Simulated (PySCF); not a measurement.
# C2H3BBrN: NMR shifts and electronic excitations at several levels of theory, part 1 of 2

How much do the NMR shifts and electronic excitations of C2H3BBrN (`C#CB(N)Br`) depend on the level of theory, and what does each level cost?

The runs use PySCF 2.14.0, with density-fitted response routines of our own; the level of theory stands in each step. All values are computed, except where a source is named. Atoms are numbered from 0 throughout.

## 1. The starting structure

8 atoms, charge 0, multiplicity 1; geometry from: PBE0-D3(BJ)/def2-SVP.

Bonds of the start (Å): C0–C1 1.22, C1–B2 1.53, B2–N3 1.39, B2–Br4 1.94, C0–H5 1.08, N3–H6 1.01, N3–H7 1.01.

## 2. Nuclear shieldings: PBE0/6-31G*

The job: settings as JSON, then the geometry in Å.

```
{"job": {"kind": "nmr", "xc": "PBE0", "basis": "6-31G*", "pop": true}, "charge": 0, "multiplicity": 1}
C      2.164142     0.538967     0.107557
C      0.959611     0.415392    -0.011438
B     -0.553908     0.268818    -0.162436
N     -1.214865    -0.920744     0.112669
Br    -1.589978     1.792876    -0.757150
H      3.228090     0.657402     0.211398
H     -0.723793    -1.746925     0.429109
H     -2.216259    -1.026576     0.018226
```

Method: GIAO PBE0/6-31G* NMR shielding, non-relativistic, gas phase.

Started as:

```bash
$ OMP_NUM_THREADS=1 python probes_run.py task.json out
```

One launch serves the whole session: the jobs run in the order shown.

The program printed:

```text
coarse grid: 35408 points
cycle   1  E = -2730.9532485786  dE = -4.893e-01  |g| = 4.102e-01  |ddm| = 2.972e+00
cycle   2  E = -2730.9498617587  dE =  3.387e-03  |g| = 4.365e-01  |ddm| = 7.756e-01
cycle   3  E = -2730.9907422442  dE = -4.088e-02  |g| = 1.476e-01  |ddm| = 4.218e-01
cycle   4  E = -2730.9960792527  dE = -5.337e-03  |g| = 4.427e-02  |ddm| = 1.514e-01
cycle   5  E = -2730.9965352978  dE = -4.560e-04  |g| = 1.357e-02  |ddm| = 4.488e-02
cycle   6  E = -2730.9965800492  dE = -4.475e-05  |g| = 3.234e-03  |ddm| = 1.343e-02
cycle   7  E = -2730.9965821406  dE = -2.091e-06  |g| = 5.310e-04  |ddm| = 3.091e-03
final grid: 73808 points
cycle   8  E = -2730.9965828072  dE =  3.826e-08  |g| = 6.626e-04  |ddm| = 1.452e-03
cycle   9  E = -2730.9965826233  dE =  1.839e-07  |g| = 1.051e-03  |ddm| = 1.867e-03
cycle  10  E = -2730.9965829126  dE = -2.893e-07  |g| = 2.663e-04  |ddm| = 1.174e-03
cycle  11  E = -2730.9965829303  dE = -1.770e-08  |g| = 3.143e-05  |ddm| = 2.150e-04
cycle  12  E = -2730.9965829305  dE = -1.946e-10  |g| = 3.868e-06  |ddm| = 2.682e-05
converged SCF energy = -2730.9965829305

GIAO shielding tensors (ppm)
atom      isotropic    diamagn.    paramagn.     s11        s22        s33       span
  0 C      101.828     273.289    -171.461     38.961     46.656    219.868    180.908
  1 C      116.354     251.385    -135.032     23.894     29.543    295.625    271.731
  2 B       84.162     202.179    -118.016     61.832     78.149    112.506     50.674
  3 N      162.246     320.543    -158.296     70.354    207.631    208.754    138.400
  4 Br    2504.087    3121.133    -617.047   2101.668   2572.296   2838.296    736.628
  5 H       29.236      29.657      -0.421     25.363     25.567     36.779     11.415
  6 H       28.227      29.888      -1.661     23.236     25.322     36.123     12.886
  7 H       28.396      28.651      -0.255     22.830     27.205     35.154     12.325
```

Run time: 8.2 s. Hardware: 1 thread of Arm Neoverse V1, shared host; peak memory 0.46 GiB.

The references, computed at this level on geometries of the same kind, shield at (ppm): ¹H TMS 31.96, ¹³C TMS 194.1, ¹⁵N NH3 259.4, ¹¹B BF3·OEt2 112.3, ⁷⁹Br HBr 2580. Their shielding less the atom's gives the shift. The references are single molecules in the gas phase, so shifts against H2O, NH3, PH3, H3PO4 or CFCl3 are not on the usual liquid scales and can be off by tens of ppm. Atoms listed in one row are averaged.

```
 atoms                           environment  σ (ppm)  δ (ppm)
    C0                terminal alkyne carbon    101.8     92.3
    C1                         alkyne carbon    116.4     77.8
H6, H7    hydrogen on a nitrogen bonded to B    28.31     3.65
    H5  hydrogen on a terminal alkyne carbon    29.24     2.73
    B2              boron bonded to C, Br, N     84.2     28.1
    N3             nitrogen bonded to B, 2 H    162.2     97.1
   Br4                   bromine bonded to B     2504       76
```

Charges from the same density, by scheme (e):

| atoms | Mulliken | IAO | Hirshfeld | ESP fit |
| --- | --- | --- | --- | --- |
| C0 | -0.27 | -0.17 | -0.08 | -0.38 |
| C1 | 0.00 | -0.15 | -0.12 | -0.01 |
| B2 | 0.26 | 0.16 | 0.16 | 0.22 |
| N3 | -0.77 | -0.53 | -0.21 | -0.70 |
| Br4 | -0.19 | -0.08 | -0.13 | -0.16 |

Mayer bond orders: C0–C1 2.71, C1–B2 1.10, B2–N3 1.31, B2–Br4 1.06.

## 3. Nuclear shieldings: PBE0/def2-SVP

Settings changed since step 2:

```diff
@@ -1,2 +1,2 @@
-{"job": {"kind": "nmr", "xc": "PBE0", "basis": "6-31G*", "pop": true}, "charge": 0, "multiplicity": 1}
+{"job": {"kind": "nmr", "xc": "PBE0", "basis": "def2-SVP", "pop": true}, "charge": 0, "multiplicity": 1}
 C      2.164142     0.538967     0.107557
```

With the program's defaults for keys left out, this is: GIAO PBE0/def2-SVP NMR shielding, non-relativistic, gas phase.

The program printed:

```text
coarse grid: 35408 points
cycle   1  E = -2730.8504013504  dE = -5.506e-01  |g| = 3.867e-01  |ddm| = 3.234e+00
cycle   2  E = -2730.8437191931  dE =  6.682e-03  |g| = 4.280e-01  |ddm| = 8.148e-01
cycle   3  E = -2730.8830505960  dE = -3.933e-02  |g| = 1.397e-01  |ddm| = 4.175e-01
cycle   4  E = -2730.8878164541  dE = -4.766e-03  |g| = 4.426e-02  |ddm| = 1.350e-01
cycle   5  E = -2730.8882757193  dE = -4.593e-04  |g| = 1.379e-02  |ddm| = 4.068e-02
cycle   6  E = -2730.8883218059  dE = -4.609e-05  |g| = 3.168e-03  |ddm| = 1.421e-02
cycle   7  E = -2730.8883239355  dE = -2.130e-06  |g| = 5.218e-04  |ddm| = 3.227e-03
final grid: 73808 points
cycle   8  E = -2730.8882982702  dE =  3.362e-08  |g| = 6.301e-04  |ddm| = 1.281e-03
cycle   9  E = -2730.8882981129  dE =  1.573e-07  |g| = 9.802e-04  |ddm| = 1.598e-03
cycle  10  E = -2730.8882983675  dE = -2.546e-07  |g| = 2.487e-04  |ddm| = 9.769e-04
cycle  11  E = -2730.8882983830  dE = -1.545e-08  |g| = 3.260e-05  |ddm| = 2.029e-04
cycle  12  E = -2730.8882983832  dE = -2.074e-10  |g| = 4.382e-06  |ddm| = 2.764e-05
converged SCF energy = -2730.8882983832

GIAO shielding tensors (ppm)
atom      isotropic    diamagn.    paramagn.     s11        s22        s33       span
  0 C       97.801     259.071    -161.270     33.408     41.884    218.110    184.702
  1 C      112.208     254.103    -141.895     16.340     24.888    295.396    279.056
  2 B       80.026     202.210    -122.184     55.566     72.750    111.762     56.196
  3 N      165.122     306.704    -141.582     67.867    212.698    214.800    146.933
  4 Br    2468.294    3123.771    -655.477   2017.962   2598.343   2788.578    770.616
  5 H       28.628      32.231      -3.603     24.497     24.700     36.687     12.190
  6 H       27.356      29.423      -2.067     22.191     24.489     35.388     13.197
  7 H       27.462      28.379      -0.917     21.977     26.045     34.363     12.386
```

It took 8.4 s on 1 thread of Arm Neoverse V1, shared host; peak memory 0.65 GiB.

This run: δ C0 95.9, C1 81.5, B2 30.6, N3 104.7, H6 3.93, H5 2.71 ppm (means over like atoms).

## 4. NMR shieldings: PBE0/def2-TZVP

Settings changed since step 3:

```diff
@@ -1,2 +1,2 @@
-{"job": {"kind": "nmr", "xc": "PBE0", "basis": "def2-SVP", "pop": true}, "charge": 0, "multiplicity": 1}
+{"job": {"kind": "nmr", "xc": "PBE0", "basis": "def2-TZVP", "pop": true}, "charge": 0, "multiplicity": 1}
 C      2.164142     0.538967     0.107557
```

With the program's defaults for keys left out, this is: GIAO PBE0/def2-TZVP NMR shielding, non-relativistic, gas phase.

The program printed:

```text
coarse grid: 35408 points
cycle   1  E = -2731.3270020529  dE = -5.106e-01  |g| = 4.856e-01  |ddm| = 2.652e+00
cycle   2  E = -2731.3162015222  dE =  1.080e-02  |g| = 5.084e-01  |ddm| = 7.228e-01
cycle   3  E = -2731.3653837045  dE = -4.918e-02  |g| = 1.691e-01  |ddm| = 3.726e-01
cycle   4  E = -2731.3718630270  dE = -6.479e-03  |g| = 5.515e-02  |ddm| = 1.100e-01
cycle   5  E = -2731.3725716305  dE = -7.086e-04  |g| = 1.625e-02  |ddm| = 3.719e-02
cycle   6  E = -2731.3726291273  dE = -5.750e-05  |g| = 4.876e-03  |ddm| = 1.201e-02
cycle   7  E = -2731.3726347376  dE = -5.610e-06  |g| = 4.760e-04  |ddm| = 3.858e-03
final grid: 73808 points
cycle   8  E = -2731.3726203606  dE =  3.426e-08  |g| = 6.453e-04  |ddm| = 4.422e-03
cycle   9  E = -2731.3726200642  dE =  2.965e-07  |g| = 1.243e-03  |ddm| = 1.242e-03
cycle  10  E = -2731.3726204540  dE = -3.899e-07  |g| = 2.238e-04  |ddm| = 7.459e-04
cycle  11  E = -2731.3726204650  dE = -1.099e-08  |g| = 2.189e-05  |ddm| = 1.439e-04
cycle  12  E = -2731.3726204651  dE = -1.110e-10  |g| = 4.995e-06  |ddm| = 1.744e-05
converged SCF energy = -2731.3726204651

GIAO shielding tensors (ppm)
atom      isotropic    diamagn.    paramagn.     s11        s22        s33       span
  0 C       85.185     269.645    -184.460     15.606     25.358    214.591    198.986
  1 C       98.610     265.142    -166.531     -6.493      5.280    297.044    303.537
  2 B       72.338     194.372    -122.034     44.138     68.100    104.777     60.640
  3 N      152.772     315.062    -162.290     53.859    198.812    205.644    151.785
  4 Br    2430.112    3124.270    -694.158   1983.824   2502.798   2803.713    819.889
  5 H       28.623      30.410      -1.788     24.481     24.749     36.638     12.156
  6 H       27.509      29.799      -2.291     22.556     24.866     35.105     12.549
  7 H       27.548      28.323      -0.776     22.229     26.533     33.881     11.652
```

Run time: 21 s. Hardware: 1 thread of Arm Neoverse V1, shared host; peak memory 0.95 GiB.

Key values: δ C0 101.5, C1 88.0, B2 30.3, N3 113.2, H6 3.95, H5 2.86 ppm (means over like atoms).

## 5. Nuclear shieldings: PBE0/cc-pVDZ

Settings changed since step 4:

```diff
@@ -1,2 +1,2 @@
-{"job": {"kind": "nmr", "xc": "PBE0", "basis": "def2-TZVP", "pop": true}, "charge": 0, "multiplicity": 1}
+{"job": {"kind": "nmr", "xc": "PBE0", "basis": "cc-pVDZ", "pop": true}, "charge": 0, "multiplicity": 1}
 C      2.164142     0.538967     0.107557
```

With the program's defaults for keys left out, this is: GIAO PBE0/cc-pVDZ NMR shielding, non-relativistic, gas phase.

The program printed:

```text
coarse grid: 35408 points
cycle   1  E = -2731.2571943081  dE = -4.605e-01  |g| = 3.846e-01  |ddm| = 5.739e+00
cycle   2  E = -2731.2501587744  dE =  7.036e-03  |g| = 4.345e-01  |ddm| = 1.356e+00
cycle   3  E = -2731.2911627912  dE = -4.100e-02  |g| = 1.348e-01  |ddm| = 6.834e-01
cycle   4  E = -2731.2956931971  dE = -4.530e-03  |g| = 3.895e-02  |ddm| = 2.064e-01
cycle   5  E = -2731.2960373168  dE = -3.441e-04  |g| = 1.502e-02  |ddm| = 6.644e-02
cycle   6  E = -2731.2960928147  dE = -5.550e-05  |g| = 2.556e-03  |ddm| = 2.422e-02
cycle   7  E = -2731.2960944436  dE = -1.629e-06  |g| = 5.917e-04  |ddm| = 5.756e-03
final grid: 73808 points
cycle   8  E = -2731.2960781004  dE =  5.049e-08  |g| = 7.532e-04  |ddm| = 2.568e-03
cycle   9  E = -2731.2960778825  dE =  2.179e-07  |g| = 1.178e-03  |ddm| = 2.989e-03
cycle  10  E = -2731.2960782397  dE = -3.572e-07  |g| = 2.639e-04  |ddm| = 1.811e-03
cycle  11  E = -2731.2960782572  dE = -1.752e-08  |g| = 3.580e-05  |ddm| = 3.345e-04
cycle  12  E = -2731.2960782575  dE = -3.183e-10  |g| = 5.763e-06  |ddm| = 6.206e-05
converged SCF energy = -2731.2960782575

GIAO shielding tensors (ppm)
atom      isotropic    diamagn.    paramagn.     s11        s22        s33       span
  0 C      100.961     262.555    -161.595     37.169     45.977    219.735    182.566
  1 C      114.912     256.055    -141.143     19.693     28.886    296.155    276.462
  2 B       83.284     203.846    -120.562     58.831     75.961    115.061     56.230
  3 N      166.319     304.429    -138.110     69.831    213.853    215.272    145.441
  4 Br    2474.373    3122.096    -647.723   2039.624   2572.965   2810.531    770.907
  5 H       28.504      32.494      -3.989     24.318     24.654     36.542     12.225
  6 H       27.320      29.513      -2.193     22.191     24.591     35.177     12.987
  7 H       27.485      28.188      -0.704     22.105     26.129     34.220     12.115
```

Wall time 9.1 s (1 thread of Arm Neoverse V1, shared host); peak memory 0.55 GiB.

In short: δ C0 95.8, C1 81.8, B2 30.5, N3 106.8, H6 3.89, H5 2.79 ppm (means over like atoms).

## 6. NMR shieldings: PBE0/cc-pVTZ

Settings changed since step 5:

```diff
@@ -1,2 +1,2 @@
-{"job": {"kind": "nmr", "xc": "PBE0", "basis": "cc-pVDZ", "pop": true}, "charge": 0, "multiplicity": 1}
+{"job": {"kind": "nmr", "xc": "PBE0", "basis": "cc-pVTZ", "pop": true}, "charge": 0, "multiplicity": 1}
 C      2.164142     0.538967     0.107557
```

Level: GIAO PBE0/cc-pVTZ NMR shielding, non-relativistic, gas phase.

The program printed:

```text
coarse grid: 35408 points
cycle   1  E = -2731.3716907658  dE = -4.971e-01  |g| = 4.468e-01  |ddm| = 6.076e+00
cycle   2  E = -2731.3615240910  dE =  1.017e-02  |g| = 4.865e-01  |ddm| = 1.324e+00
cycle   3  E = -2731.4093044763  dE = -4.778e-02  |g| = 1.561e-01  |ddm| = 7.519e-01
cycle   4  E = -2731.4147954920  dE = -5.491e-03  |g| = 5.525e-02  |ddm| = 2.319e-01
cycle   5  E = -2731.4154997093  dE = -7.042e-04  |g| = 1.592e-02  |ddm| = 7.934e-02
cycle   6  E = -2731.4155573712  dE = -5.766e-05  |g| = 4.003e-03  |ddm| = 2.417e-02
cycle   7  E = -2731.4155609247  dE = -3.554e-06  |g| = 6.538e-04  |ddm| = 6.682e-03
final grid: 73808 points
cycle   8  E = -2731.4155304763  dE =  2.570e-08  |g| = 7.465e-04  |ddm| = 3.046e-03
cycle   9  E = -2731.4155302196  dE =  2.567e-07  |g| = 1.226e-03  |ddm| = 2.568e-03
cycle  10  E = -2731.4155305901  dE = -3.706e-07  |g| = 3.279e-04  |ddm| = 1.709e-03
cycle  11  E = -2731.4155306154  dE = -2.522e-08  |g| = 2.711e-05  |ddm| = 3.868e-04
cycle  12  E = -2731.4155306156  dE = -1.969e-10  |g| = 5.456e-06  |ddm| = 3.828e-05
converged SCF energy = -2731.4155306156

GIAO shielding tensors (ppm)
atom      isotropic    diamagn.    paramagn.     s11        s22        s33       span
  0 C       85.926     259.261    -173.335     17.052     25.741    214.984    197.932
  1 C       99.383     261.185    -161.803     -5.003      6.563    296.589    301.592
  2 B       73.826     197.410    -123.584     45.744     70.027    105.708     59.964
  3 N      152.755     304.827    -152.072     53.753    198.799    205.712    151.959
  4 Br    2427.376    3122.249    -694.874   1965.427   2507.756   2808.943    843.516
  5 H       28.498      29.953      -1.455     24.301     24.602     36.591     12.290
  6 H       27.119      29.816      -2.697     22.085     24.295     34.979     12.894
  7 H       27.194      29.353      -2.158     21.794     26.065     33.724     11.930
```

It took 24 s on 1 thread of Arm Neoverse V1, shared host; peak memory 0.99 GiB.

This run: δ C0 101.4, C1 87.9, B2 28.9, N3 114.0, H6 4.13, H5 2.79 ppm (means over like atoms).

## 7. NMR shieldings: PBE0/aug-cc-pVDZ

Settings changed since step 6:

```diff
@@ -1,2 +1,2 @@
-{"job": {"kind": "nmr", "xc": "PBE0", "basis": "cc-pVTZ", "pop": true}, "charge": 0, "multiplicity": 1}
+{"job": {"kind": "nmr", "xc": "PBE0", "basis": "aug-cc-pVDZ", "pop": true}, "charge": 0, "multiplicity": 1}
 C      2.164142     0.538967     0.107557
```

With the program's defaults for keys left out, this is: GIAO PBE0/aug-cc-pVDZ NMR shielding, non-relativistic, gas phase.

The program printed:

```text
coarse grid: 35408 points
cycle   1  E = -2731.2699704519  dE = -4.697e-01  |g| = 3.843e-01  |ddm| = 1.255e+01
cycle   2  E = -2731.2589143479  dE =  1.106e-02  |g| = 4.509e-01  |ddm| = 2.286e+00
cycle   3  E = -2731.3042134564  dE = -4.530e-02  |g| = 1.346e-01  |ddm| = 8.295e-01
cycle   4  E = -2731.3087657125  dE = -4.552e-03  |g| = 3.831e-02  |ddm| = 2.937e-01
cycle   5  E = -2731.3090913545  dE = -3.256e-04  |g| = 1.528e-02  |ddm| = 8.966e-02
cycle   6  E = -2731.3091497410  dE = -5.839e-05  |g| = 2.452e-03  |ddm| = 4.046e-02
cycle   7  E = -2731.3091512089  dE = -1.468e-06  |g| = 6.873e-04  |ddm| = 7.692e-03
final grid: 73808 points
cycle   8  E = -2731.3091328213  dE =  4.602e-08  |g| = 8.290e-04  |ddm| = 1.090e-02
cycle   9  E = -2731.3091325755  dE =  2.458e-07  |g| = 1.265e-03  |ddm| = 4.289e-03
cycle  10  E = -2731.3091329864  dE = -4.109e-07  |g| = 3.021e-04  |ddm| = 2.451e-03
cycle  11  E = -2731.3091330090  dE = -2.268e-08  |g| = 4.473e-05  |ddm| = 5.789e-04
cycle  12  E = -2731.3091330095  dE = -4.948e-10  |g| = 6.130e-06  |ddm| = 9.655e-05
converged SCF energy = -2731.3091330095

GIAO shielding tensors (ppm)
atom      isotropic    diamagn.    paramagn.     s11        s22        s33       span
  0 C      101.485     267.167    -165.682     38.382     47.402    218.671    180.290
  1 C      113.779     231.817    -118.038     18.219     26.465    296.654    278.435
  2 B       81.462     200.537    -119.074     53.796     78.940    111.650     57.854
  3 N      165.820     277.201    -111.381     70.989    212.564    213.908    142.919
  4 Br    2448.507    3123.253    -674.746   2011.165   2494.479   2839.877    828.712
  5 H       28.454      31.855      -3.401     24.326     24.515     36.522     12.197
  6 H       27.210      29.252      -2.042     22.399     24.295     34.935     12.536
  7 H       27.206      32.351      -5.145     21.824     26.110     33.683     11.859
```

It took 16 s on 1 thread of Arm Neoverse V1, shared host; peak memory 0.79 GiB.

Key values: δ C0 93.6, C1 81.3, B2 28.7, N3 104.0, H6 4.19, H5 2.94 ppm (means over like atoms).

## 8. Shielding tensors: PBE0/pcSseg-0

Settings changed since step 7:

```diff
@@ -1,2 +1,2 @@
-{"job": {"kind": "nmr", "xc": "PBE0", "basis": "aug-cc-pVDZ", "pop": true}, "charge": 0, "multiplicity": 1}
+{"job": {"kind": "nmr", "xc": "PBE0", "basis": "pcSseg-0", "pop": true}, "charge": 0, "multiplicity": 1}
 C      2.164142     0.538967     0.107557
```

With the program's defaults for keys left out, this is: GIAO PBE0/pcSseg-0 NMR shielding, non-relativistic, gas phase.

The program printed:

```text
coarse grid: 35408 points
cycle   1  E = -2728.0746031298  dE = -1.212e+00  |g| = 3.280e-01  |ddm| = 3.092e+00
cycle   2  E = -2728.0724265071  dE =  2.177e-03  |g| = 3.384e-01  |ddm| = 8.080e-01
cycle   3  E = -2728.0955685869  dE = -2.314e-02  |g| = 1.336e-01  |ddm| = 3.708e-01
cycle   4  E = -2728.0994794602  dE = -3.911e-03  |g| = 5.286e-02  |ddm| = 1.576e-01
cycle   5  E = -2728.1001677990  dE = -6.883e-04  |g| = 1.290e-02  |ddm| = 5.247e-02
cycle   6  E = -2728.1002082462  dE = -4.045e-05  |g| = 1.571e-03  |ddm| = 1.377e-02
cycle   7  E = -2728.1002087905  dE = -5.444e-07  |g| = 5.716e-04  |ddm| = 2.696e-03
final grid: 73808 points
cycle   8  E = -2728.1001935340  dE =  1.057e-08  |g| = 6.114e-04  |ddm| = 2.078e-03
cycle   9  E = -2728.1001934086  dE =  1.254e-07  |g| = 9.190e-04  |ddm| = 2.323e-03
cycle  10  E = -2728.1001936346  dE = -2.260e-07  |g| = 2.709e-04  |ddm| = 1.266e-03
cycle  11  E = -2728.1001936534  dE = -1.883e-08  |g| = 1.866e-05  |ddm| = 2.511e-04
cycle  12  E = -2728.1001936535  dE = -6.412e-11  |g| = 6.242e-06  |ddm| = 2.487e-05
converged SCF energy = -2728.1001936535

GIAO shielding tensors (ppm)
atom      isotropic    diamagn.    paramagn.     s11        s22        s33       span
  0 C       82.553     273.177    -190.624     14.170     19.943    213.547    199.377
  1 C      100.577     276.853    -176.277     -2.527      5.474    298.783    301.310
  2 B       73.410     185.646    -112.236     43.426     65.290    111.513     68.087
  3 N      150.067     324.386    -174.319     44.624    201.402    204.175    159.551
  4 Br    2479.729    3116.127    -636.398   2013.387   2679.150   2746.651    733.264
  5 H       29.748      29.308       0.441     25.973     26.435     36.837     10.864
  6 H       28.938      30.893      -1.955     23.947     25.836     37.031     13.084
  7 H       29.222      29.651      -0.429     24.051     27.304     36.311     12.260
```

Run time: 5.5 s. Hardware: 1 thread of Arm Neoverse V1, shared host; peak memory 0.43 GiB.

This run: δ C0 111.0, C1 92.9, B2 31.5, N3 116.0, H6 3.75, H5 3.08 ppm (means over like atoms).

(Continued in part 2 of 2.)
